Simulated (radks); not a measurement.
# Spin polarisation of the 4p shell in Ga

Aim: the energy gained and the exchange splitting as electrons of the 4p shell of Ga are turned from spin down to spin up.

Method: non-relativistic Kohn-Sham, PBE, spin-polarised, spherical densities, point nucleus. Code: radks (a radial shooting solver on a logarithmic mesh, Libxc functionals) version 1.

**1. The atom as given**

| Item | Value |
| --- | --- |
| element | gallium (Z = 31) |
| charge | 0 |
| electrons | 31 |
| configuration | [Ar] 3d10 4s2 4p(up 0.5, down 0.5) |

A shell typed twice in an input gives spin up, then spin down.

**2. No moment**

The run's settings:

```text
Z 31
configuration [Ar] 3d10 4s2 4p0.5 4p0.5
relativity non-relativistic
functional pbe,pbe
spin polarised
nucleus point
```

**3. moment 0.25 in 4p**

The run's settings:

```text
Z 31
configuration [Ar] 3d10 4s2 4p0.625 4p0.375
relativity non-relativistic
functional pbe,pbe
spin polarised
nucleus point
```

**4. moment 0.5 in 4p**

The run's settings:

```text
Z 31
configuration [Ar] 3d10 4s2 4p0.75 4p0.25
relativity non-relativistic
functional pbe,pbe
spin polarised
nucleus point
```

**5. moment 0.75 in 4p**

The run's settings:

```text
Z 31
configuration [Ar] 3d10 4s2 4p0.875 4p0.125
relativity non-relativistic
functional pbe,pbe
spin polarised
nucleus point
```

**6. moment 1 in 4p**

The run's settings:

```text
Z 31
configuration [Ar] 3d10 4s2 4p1 4p0
relativity non-relativistic
functional pbe,pbe
spin polarised
nucleus point
```

**Question.** What will these runs give? Wanted: for each run, moment; E − E(0); ε(4p up); ε(4p down); splitting.

As calculated:

| moment (μB) | E − E(0) (eV) | ε(4p up) (eV) | ε(4p down) (eV) | splitting (eV) |
| --- | --- | --- | --- | --- |
| 0 | 0.000 | -2.616 | -2.616 | 0.000 |
| 0.25 | -0.011 | -2.702 | -2.521 | 0.182 |
| 0.5 | -0.045 | -2.779 | -2.414 | 0.365 |
| 0.75 | -0.103 | -2.847 | -2.295 | 0.552 |
| 1 | -0.184 | -2.907 | -2.150 | 0.757 |

What this shows: At a moment of 1 μB the energy has fallen by 0.18 eV and the 4p levels split by 0.76 eV, 0.757 eV per μB. The Stoner form E = −I m²/4 would give I = 0.737 eV. The energy falls at every step.
